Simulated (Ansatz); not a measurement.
# Sn3As2: the cost of one run

Method: DFT PBE, scalar-relativistic, plane waves, PAW, unless a step names another level, in Ansatz 0.2.0.

1 further run of the same task is left out (it didn't finish).

### 1 The starting structure

Symmetry: R-3m, No. 166, trigonal system. Conventional cell: a = 4.183 Å, b = 4.183 Å, c = 26.231 Å, α = 90.00°, β = 90.00°, γ = 120.00°. Around Sn (site symmetry 3m) lie 3 As at 2.83 Å. Around Sn (site symmetry -3m) lie 6 As at 2.99 Å. As (site symmetry 3m) has 6 Sn at 2.83 to 2.99 Å as nearest neighbours.

Coordinates:

```
CELL_PARAMETERS angstrom
2.09155 1.20756 8.74370
-2.09155 1.20756 8.74370
0.00000 -2.41511 8.74370
ATOMIC_POSITIONS crystal
Sn 0.79005 0.79005 0.79005
Sn 0.00000 0.00000 0.00000
Sn 0.20995 0.20995 0.20995
As 0.59918 0.59918 0.59918
As 0.40082 0.40082 0.40082
```

It came out lowest among 29 distinct ends of the trial cells. At a tolerance of 0.05 Å it has space group R-3m (No. 166).

### 2 A stricter relaxation, on the response runs' mesh and smearing

The input, input.yaml:

```yaml
crystal:
  lattice:
    - [2.0915482177, 1.2075559265, 8.7437033097]
    - [-2.0915482177, 1.2075559265, 8.7437033097]
    - [0.0, -2.415111853, 8.7437033097]
  atoms:
    - { symbol: Sn, position: [0.7900483739, 0.7900483739, 0.7900483739] }
    - { symbol: Sn, position: [0.0, 0.0, 0.0] }
    - { symbol: Sn, position: [0.2099516261, 0.2099516261, 0.2099516261] }
    - { symbol: As, position: [0.5991820193, 0.5991820193, 0.5991820193] }
    - { symbol: As, position: [0.4008179807, 0.4008179807, 0.4008179807] }
basis:
  ecutwfc: 420
kpoints:
  mp_grid: { grid: [12, 12, 12] }
hamiltonian:
  xc: pbe
scf:
  occupations: { method: gaussian, width: 0.1 }
output:
  forces: true
  stress: true
  eigenvalues: true
relax:
  adjacent_minimum: "off"
  f_tol: 0.001
  max_steps: 60
  cell: { stress_tol: 0.01 }
```

On the command line:

```
> ansatz run input.yaml --threads 3 --pin off --max-ram 7680MiB --backend cpu --events-out ev --progress --plain --runs-dir out
```

What time and memory should one allow on 3 threads of Intel Xeon 6975P-C (Granite Rapids), shared host?

About 38 s, with a peak of 1.1 GiB.
